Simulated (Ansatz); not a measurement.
From input file to script: BGeH₅O, SMILES [BH2][GeH2][OH] in Ansatz 0.2.0.

```yaml
crystal:
  periodic: [false, false, false]
  atoms:
    - { symbol: B, position_ang: [-1.079, 0.6417, -0.7738] }
    - { symbol: Ge, position_ang: [0.4955, 0.0302, 0.2126] }
    - { symbol: O, position_ang: [0.1994, -1.6519, 0.7325] }
    - { symbol: H, position_ang: [-1.9819, -0.0174, -0.9369] }
    - { symbol: H, position_ang: [-1.1484, 1.7765, -1.2399] }
    - { symbol: H, position_ang: [0.7408, 0.9507, 1.4495] }
    - { symbol: H, position_ang: [1.7621, 0.0938, -0.716] }
    - { symbol: H, position_ang: [1.1037, -1.8806, 1.2161] }
basis:
  gaussian: { orbitals: def2-SVP, nuclear_model: gaussian }
correlation:
  method: ccsd_t
output:
  forces: true
```

Launched from the shell:
```console
$ ansatz run input.yaml --threads 1 --pin off --max-ram 4096MiB --backend cpu --events-out ev --progress --plain --runs-dir out
Engine: ansatz 0.2.0, aarch64-unknown-linux-gnu
Functional definition: HF
  exchange = exact_x
  correlation = 0
845 factors; integrals over basis functions are off by at most 1.4e-3 eV
mean field evaluation 1: about -59248.1024 eV, gradient 3.4e1 eV
mean field evaluation 2: about -59248.1312 eV, gradient 3.4e1 eV
mean field evaluation 4: about -59250.8578 eV, gradient 2.8e0 eV
mean field evaluation 8: about -59250.8953 eV, gradient 1.4e-1 eV
mean field evaluation 16: about -59250.8528 eV, gradient 4.5e-1 eV
mean field -59250.89539058 eV, -2177.4302439046 hartree, gradient 3.1e-6 eV, S^2 0.000000; 0 other end points of the search recorded, 0 dependent functions left out
11 core orbitals not correlated: weight in the atoms' cores, before any rotation towards them, 1.000 or more for the frozen orbitals, at most 0.000 for the correlated occupied ones
reference -59250.89539058 eV, -2177.4302439046 hartree; 14, 14 occupied and 60, 60 virtual orbitals, 845 factors
second order -13.88389285 eV of doubles, -0.00000000 eV of singles
cycle   1  -14.09233871 eV  change   -2.1e-1 eV  update   9.6e-2
cycle   2  -14.56966402 eV  change   -4.8e-1 eV  update   2.9e-2
cycle   3  -14.66301364 eV  change   -9.3e-2 eV  update   1.5e-2
cycle   4  -14.65401966 eV  change    9.0e-3 eV  update   3.7e-3
cycle   5  -14.65452502 eV  change   -5.1e-4 eV  update   1.7e-3
cycle   6  -14.65459224 eV  change   -6.7e-5 eV  update   6.1e-4
cycle   7  -14.65420101 eV  change    3.9e-4 eV  update   2.2e-4
cycle   8  -14.65417893 eV  change    2.2e-5 eV  update   9.5e-5
cycle   9  -14.65420174 eV  change   -2.3e-5 eV  update   4.0e-5
cycle  10  -14.65419575 eV  change    6.0e-6 eV  update   1.8e-5
cycle  11  -14.65419352 eV  change    2.2e-6 eV  update   9.5e-6
cycle  12  -14.65419946 eV  change   -5.9e-6 eV  update   3.5e-6
perturbative tasks: 0 of 1200
perturbative tasks: 60 of 1200
perturbative tasks: 120 of 1200
perturbative tasks: 180 of 1200
perturbative tasks: 240 of 1200
perturbative tasks: 300 of 1200
perturbative tasks: 360 of 1200
perturbative tasks: 420 of 1200
perturbative tasks: 480 of 1200
perturbative tasks: 540 of 1200
perturbative tasks: 600 of 1200
perturbative tasks: 660 of 1200
perturbative tasks: 720 of 1200
perturbative tasks: 780 of 1200
perturbative tasks: 840 of 1200
perturbative tasks: 900 of 1200
perturbative tasks: 960 of 1200
perturbative tasks: 1020 of 1200
perturbative tasks: 1080 of 1200
perturbative tasks: 1140 of 1200
perturbative correction -0.36701026 eV, -0.0134873784 hartree
the calculation of the forces begins
Total energy: -59265.91660031 eV, -2177.9822631801 hartree
Atom 0 at    -1.079000     0.641700    -0.773800 Å, force     0.160996     2.328187    -0.779855 eV/Å
Atom 1 at     0.495500     0.030200     0.212600 Å, force     1.349740     0.384352     0.321740 eV/Å
Atom 2 at     0.199400    -1.651900     0.732500 Å, force     3.222158    -0.898972     1.763868 eV/Å
Atom 3 at    -1.981900    -0.017400    -0.936900 Å, force    -1.760898    -1.330201    -0.323262 eV/Å
Atom 4 at    -1.148400     1.776500    -1.239900 Å, force     0.128926    -0.424824     0.200100 eV/Å
Atom 5 at     0.740800     0.950700     1.449500 Å, force     0.076677    -0.238727    -0.188348 eV/Å
Atom 6 at     1.762100     0.093800    -0.716000 Å, force    -0.261971    -0.049777     0.362930 eV/Å
Atom 7 at     1.103700    -1.880600     1.216100 Å, force    -2.915629     0.229962    -1.357173 eV/Å
Dipole moment:     0.205293     0.134014     0.038113 e Å
```

`deck_bgeh5o.py`
```python
"""BGeH5O through the session interface."""

import ansatz
import numpy as np
import pandas as pd

deck = {
    "crystal": {
        "periodic": [False, False, False],
        "atoms": [
            {"symbol": "B", "position_ang": [-1.079, 0.6417, -0.7738]},
            {"symbol": "Ge", "position_ang": [0.4955, 0.0302, 0.2126]},
            {"symbol": "O", "position_ang": [0.1994, -1.6519, 0.7325]},
            {"symbol": "H", "position_ang": [-1.9819, -0.0174, -0.9369]},
            {"symbol": "H", "position_ang": [-1.1484, 1.7765, -1.2399]},
            {"symbol": "H", "position_ang": [0.7408, 0.9507, 1.4495]},
            {"symbol": "H", "position_ang": [1.7621, 0.0938, -0.716]},
            {"symbol": "H", "position_ang": [1.1037, -1.8806, 1.2161]},
        ],
    },
    "basis": {"gaussian": {"orbitals": "def2-SVP", "nuclear_model": "gaussian"}},
    "correlation": {"method": "ccsd_t"},
    "output": {"forces": True},
}
session = ansatz.Session.from_dict(deck)
data = session.plan(threads=1).execute().report

print(f"E = {data['free_energy_ev']:.6f} eV = {data['free_energy_ev'] / 27.211386246:.7f} Ha")
print("converged:", data["converged"], " doubts:", data["published_state_doubts"] or "none")
symbols = ["B", "Ge", "O", "H", "H", "H", "H", "H"]
parts = data["correlation"]
for name in ("random_phase", "coupled_cluster", "perturbative"):
    if name in parts:
        print(f"{name:16s} {parts[name]['energy']['hartree']:12.7f} Ha")
if "second_order" in parts:
    pair = parts["second_order"]
    print(f"MP2 same spin {pair['same_spin']['hartree']:.7f} Ha, opposite spin {pair['opposite_spin']['hartree']:.7f} Ha")
field = data["mean_field"]
print("<S^2> =", round(abs(field["state"]["spin_squared"]), 4), " all-electron relativity setting:", field["relativity"])
print("passes:", field["passes"])
if "symmetry" in field:
    print("occupied orbitals by irrep:", field["symmetry"]["occupied"])

print("forces (eV/A)")
for symbol, f in zip(symbols, data["forces_ev_ang"]):
    print(f"  {symbol:2s} {f[0]:9.4f} {f[1]:9.4f} {f[2]:9.4f}")
charges = data["charge_distribution"]
table = pd.DataFrame({"atom": symbols, "mulliken": charges["mulliken_charges_e"], "lowdin": charges["lowdin_charges_e"]})
print(table.round(3).to_string())
print("dipole (e A):", np.round(charges["dipole_moment_e_ang"], 4) + 0.0)
```

Running `python deck_bgeh5o.py` prints:
```text
E = -59265.916600 eV = -2177.9822632 Ha
converged: True  doubts: none
coupled_cluster    -0.5385319 Ha
perturbative       -0.0134874 Ha
MP2 same spin -0.1306605 Ha, opposite spin -0.3795632 Ha
<S^2> = 0.0  all-electron relativity setting: none
passes: {'evaluations': 19, 'products': 36}
occupied orbitals by irrep: [{'A': 25}, {'A': 25}]
forces (eV/A)
  B     0.1610    2.3282   -0.7799
  Ge    1.3497    0.3844    0.3217
  O     3.2222   -0.8990    1.7639
  H    -1.7609   -1.3302   -0.3233
  H     0.1289   -0.4248    0.2001
  H     0.0767   -0.2387   -0.1883
  H    -0.2620   -0.0498    0.3629
  H    -2.9156    0.2300   -1.3572
  atom  mulliken  lowdin
0    B     0.046  -0.025
1   Ge     0.551   0.141
2    O    -0.502  -0.018
3    H    -0.033  -0.027
4    H    -0.040  -0.016
5    H    -0.117  -0.057
6    H    -0.116  -0.056
7    H     0.211   0.059
dipole (e A): [0.2053 0.134  0.0381]
```

Reading the output:
- The settings weren't tested for convergence.
- The geometry is a force-field or estimated start, not a minimum of this method, and the basis set is short of its limit.
- The Löwdin charges here are taken after orthogonalising the functions within each atom; they differ from plain Löwdin charges, and their signs can be unphysical.
- The whole script took 28 s on 1 thread of Arm Neoverse V1 (shared host), peak memory 0.46 GiB.

(Lines on the test bed's own set-up are left out of the output.)
